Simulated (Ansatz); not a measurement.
# CH4SZn: vertical ionisation energy

The task here is to estimate one member of a computed series from the others.

Program: Ansatz 0.2.0, Gaussian basis. Level of theory: unrestricted cation, the program's frozen cores in correlated methods. These are calculated values, not measurements.

Plan: UKS PBE-D4/def2-TZVPP; UKS r2SCAN-D4/def2-TZVPP; UKS PBE0-D4/def2-TZVPP; UKS B3LYP-D4/def2-TZVPP; UKS wB97X-V/def2-TZVPP; UKS wB97M-V/def2-TZVPP; UKS B2PLYP (frozen core with 3s3p of Cu, Zn)/def2-TZVPP; UHF-CCSD(T) with 3s3p of Cu, Zn/def2-TZVPP; UHF-MP2 with 3s3p of Cu, Zn/def2-QZVPP; extrapolation to the limit; then −ε(HOMO) from the neutral's earlier runs with LDA (SPW92), PBE-D4, revPBE-D4, BLYP-D4, r2SCAN-D4, B97M-V, PBE0-D4, B3LYP-D4, r2SCANh-D4, r2SCAN0-D4, HSE06-D4, BHLYP-D4, CAM-B3LYP-D4, LC-ωPBE, ωB97X-V, ωB97M-V.

**The relaxed structure**

An earlier PBE0-D4 in a triple-zeta def2 set relaxation fixed the geometry.

SMILES `C[S][ZnH]`, 7 atoms, charge 0, spin multiplicity 1.

Atoms are counted from 1 here; the program's logs count them from 0.

Bond lengths: C1–S2 1.825 Å, C1–H4 1.089 Å, C1–H5 1.089 Å, C1–H6 1.090 Å, S2–Zn3 2.170 Å, Zn3–H7 1.534 Å. Angles: S2–C1–H4 111.7°, S2–C1–H5 111.9°, S2–C1–H6 106.5°, H4–C1–H5 109.8°, H4–C1–H6 108.4°, H5–C1–H6 108.3°, C1–S2–Zn3 102.4°, S2–Zn3–H7 179.0°.

Set-up of the first run:

Contents of in.yaml:

```yaml
crystal:
  periodic: [false, false, false]
  atoms:
    - {symbol: C, position_ang: [-0.921556, 0.608545, -0.282966]}
    - {symbol: S, position_ang: [-0.187233, 0.030692, 1.284537]}
    - {symbol: Zn, position_ang: [1.570270, -1.046237, 0.607104]}
    - {symbol: H, position_ang: [-1.228316, -0.223217, -0.915662]}
    - {symbol: H, position_ang: [-0.243714, 1.260558, -0.832176]}
    - {symbol: H, position_ang: [-1.808565, 1.182741, -0.015752]}
    - {symbol: H, position_ang: [2.819114, -1.813083, 0.154916]}
basis:
  gaussian: {orbitals: def2-TZVPP}
total_charge: 1
magnetization: {spin_polarized: true, initial_magnetization: 1}
hamiltonian: {xc: pbe, dispersion: d4}
```

The run is started by

```sh
> ansatz run in.yaml --threads 4 --pin off --events-out ev --progress --plain --max-ram 10444MiB
```

Steps of the session up to this table: Cation, UKS PBE-D4/def2-TZVPP; Cation, UKS r2SCAN-D4/def2-TZVPP; Cation, UKS PBE0-D4/def2-TZVPP; Cation, UKS B3LYP-D4/def2-TZVPP; Cation, UKS wB97X-V/def2-TZVPP; Cation, UKS wB97M-V/def2-TZVPP; Cation, UKS B2PLYP (frozen core with 3s3p of Cu, Zn)/def2-TZVPP; Cation, UHF-CCSD(T) with 3s3p of Cu, Zn/def2-TZVPP; Cation, UHF-MP2 with 3s3p of Cu, Zn/def2-QZVPP.

One of the session's tables, all rows but one given; the rest of the session is left out.

It belongs to the step «Ionisation energies side by side». Orbital estimates, from the neutral's runs:

| functional | −ε(HOMO) (eV) |
| --- | --- |
| LDA (SPW92) | 5.65 |
| PBE-D4 | 5.52 |
| revPBE-D4 | 5.47 |
| BLYP-D4 | 5.37 |
| r2SCAN-D4 | 5.75 |
| B97M-V | 5.83 |
| PBE0-D4 | 6.67 |
| B3LYP-D4 | 6.44 |
| r2SCANh-D4 | 6.18 |
| r2SCAN0-D4 | 6.82 |
| HSE06-D4 | ? |
| BHLYP-D4 | 7.68 |
| CAM-B3LYP-D4 | 7.97 |
| LC-ωPBE | 9.35 |
| ωB97X-V | 8.99 |
| ωB97M-V | 8.84 |

Q: Estimate the row for HSE06-D4 from the others.

**Answer.** −ε(HOMO) (eV): 6.27. In the column «−ε(HOMO) (eV)» it lies between r2SCANh-D4 (6.18) and B3LYP-D4 (6.44).
